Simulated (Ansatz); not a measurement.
**FGeH₅O₂Si: one species, many methods**

Aim: compute FGeH₅O₂Si with functionals from several rungs and with coupled cluster. The yardstick is the atomisation energy at the CCSD(T) limit.

The runs use Ansatz 0.2.0, Gaussian basis; functionals in def2-TZVPP, the program's frozen cores in correlated methods.

Plan: PBE-D4, r2SCAN-D4, PBE0-D4, B3LYP-D4, ωB97X-V, ωB97M-V, B2PLYP; CCSD(T)/def2-TZVPP; MP2/def2-QZVPP; extrapolation to the limit.

**1. Structure used throughout**

An earlier PBE0-D4 in a triple-zeta def2 set relaxation fixed the geometry.

SMILES `O[SiH](F)[O][GeH3]`, 10 atoms, charge 0, spin multiplicity 1.

Atoms are counted from 1 here; the program's logs count them from 0.

Bond lengths: O1–Si2 1.633 Å, O1–H6 0.958 Å, Si2–F3 1.596 Å, Si2–O4 1.604 Å, Si2–H7 1.472 Å, O4–Ge5 1.786 Å, Ge5–H8 1.535 Å, Ge5–H9 1.534 Å, Ge5–H10 1.532 Å. Angles: Si2–O1–H6 118.8°, O1–Si2–F3 108.1°, O1–Si2–O4 108.1°, O1–Si2–H7 113.2°, F3–Si2–O4 111.1°, F3–Si2–H7 106.4°, O4–Si2–H7 109.9°, Si2–O4–Ge5 134.5°, O4–Ge5–H8 108.6°, O4–Ge5–H9 107.7°, O4–Ge5–H10 104.8°, H8–Ge5–H9 111.7°, H8–Ge5–H10 111.8°, H9–Ge5–H10 111.8°.

**2. PBE-D4 (GGA)**

The input, in.yaml:

```yaml
crystal:
  periodic: [false, false, false]
  atoms:
    - {symbol: O, position_ang: [-1.848404, 0.269520, 0.142446]}
    - {symbol: Si, position_ang: [-0.525626, 1.034484, 0.717877]}
    - {symbol: F, position_ang: [-0.319919, 2.371966, -0.127620]}
    - {symbol: O, position_ang: [0.729953, 0.049287, 0.556027]}
    - {symbol: Ge, position_ang: [1.174007, -1.232440, -0.606067]}
    - {symbol: H, position_ang: [-2.625410, 0.788098, -0.069042]}
    - {symbol: H, position_ang: [-0.660836, 1.448461, 2.123570]}
    - {symbol: H, position_ang: [0.789263, -0.769360, -2.018056]}
    - {symbol: H, position_ang: [0.421966, -2.506800, -0.202698]}
    - {symbol: H, position_ang: [2.690207, -1.392617, -0.453039]}
basis:
  gaussian: {orbitals: def2-TZVPP}
hamiltonian: {xc: pbe, dispersion: d4}
output: {forces: true, orbitals: {seedname: orbitals}}
```

The run is started by

```bash
ansatz run in.yaml --threads 4 --pin off --events-out ev --progress --plain --max-ram 10444MiB
```

The runs that follow: r2SCAN-D4 (meta-GGA); PBE0-D4 (hybrid); B3LYP-D4 (hybrid); ωB97X-V (range-separated); ωB97M-V (range-separated); B2PLYP (double hybrid); CCSD(T) in def2-TZVPP; MP2 in def2-QZVPP.

Q: Predict the results of all the runs planned. Wanted: atomisation energy, CCSD(T)/CBS; farthest; mean size of error, hybrid; mean size of error, range-separated; gap, smallest and largest; T1 diagnostic; triples share of the correlation energy.

**Answer**, as computed:

| quantity | value |
| --- | --- |
| atomisation energy, CCSD(T)/CBS | 3644.5 kJ/mol |
| functionals within 36.4 kJ/mol (1.0 %) | r2SCAN-D4, ωB97X-V, ωB97M-V |
| farthest | PBE0-D4 (-103.6 kJ/mol) |
| mean size of error, hybrid | 83.6 kJ/mol |
| mean size of error, range-separated | 25.8 kJ/mol |
| gap, smallest and largest | 6.75 eV (PBE-D4), 13.66 eV (ωB97X-V) |
| T1 diagnostic | 0.0119 |
| triples share of the correlation energy | 3.2 % |

What this shows: PBE-D4 is off by -38.6 kJ/mol. Double hybrids carry the basis error of their MP2 part in triple zeta, and no dispersion term here, so their miss is partly the set-up's. The reference freezes the cores and leaves out relativity and excitations past (T), and its outer-core shells are covered unevenly, so misses under about 36.4 kJ/mol can't be ranked. Hartree-Fock recovers 72 % of the binding; the rest is correlation. The gap grows from 6.7 to 13.7 eV across the functionals, mostly with the share of exact exchange. Correlated methods include outer-core shells of Ge, which these sets cover unevenly.
